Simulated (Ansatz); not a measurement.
# FeSb: the cost of one run

Computed with Ansatz 0.2.0 (DFT LDA, with the methods named in each step, unless a step's input says otherwise).

The COD entry's cell or inner coordinates are ideal or old and differ from later refinements, so a difference from it is no clean test against experiment.

## 1. The system as given

It takes space group P6_3/mmc (No. 194, hexagonal). The conventional cell has a = 4.060 Å, b = 4.060 Å, c = 5.130 Å, α = 90.00°, β = 90.00°, γ = 120.00°. Fe (site symmetry -3m) is surrounded by 2 Fe at 2.56 Å and 6 Sb at 2.67 Å. Around Sb (site symmetry -6m2) lie 6 Fe at 2.67 Å.

Coordinates:

```cif
data_structure
_symmetry_space_group_name_H-M 'P6_3/mmc'
_symmetry_Int_Tables_number 194
_cell_length_a 4.0600
_cell_length_b 4.0600
_cell_length_c 5.1300
_cell_angle_alpha 90.000
_cell_angle_beta 90.000
_cell_angle_gamma 120.000
_cell_volume 73.23
loop_
_atom_site_label
_atom_site_type_symbol
_atom_site_symmetry_multiplicity
_atom_site_Wyckoff_symbol
_atom_site_fract_x
_atom_site_fract_y
_atom_site_fract_z
_atom_site_occupancy
Fe1 Fe 2 a 0.00000 0.00000 0.00000 1
Sb1 Sb 2 c 0.33333 0.66667 0.25000 1
```

The file gives the conventional cell by its symmetry; the runs use the cell typed in the input.

Where an Elk run is restarted with further inputs, its INFO.OUT and LSJ.OUT are those of the last start.

Elk's input and logs are in atomic units (hartree, bohr).

Atoms are numbered in the order of the input: Fe1, Fe2, Sb3, Sb4.

## 2. Collinear moments, PAW

Contents of input.yaml:

```yaml
crystal:
  lattice:
    - [4.06, 0.0, 0.0]
    - [-2.03, 3.5160631394, 0.0]
    - [0.0, 0.0, 5.13]
  atoms:
    - { symbol: Fe, position: [0.0, 0.0, 0.0], spin: 3.0 }
    - { symbol: Fe, position: [0.0, 0.0, 0.5], spin: 3.0 }
    - { symbol: Sb, position: [0.3333333333, 0.6666666667, 0.25] }
    - { symbol: Sb, position: [0.6666666667, 0.3333333333, 0.75] }
magnetization:
  spin_polarized: true
kpoints:
  mp_grid: { grid: [7, 7, 5] }
scf:
  occupations: { method: fermi_dirac, width: 0.1 }
  lower_state_search: "off"
hamiltonian:
  xc: lda
  pseudopotentials: { kind: paw }
output:
  forces: true
  stress: true
  eigenvalues: true
```

Run with:

```sh
$ ansatz run input.yaml --threads 2 --pin off --max-ram 4096MiB --backend cpu --events-out ev --progress --plain --runs-dir out
```

What time and memory should one allow on 2 threads of Arm Neoverse N1, shared host?

About 8.8 s, with a peak of 0.41 GiB.
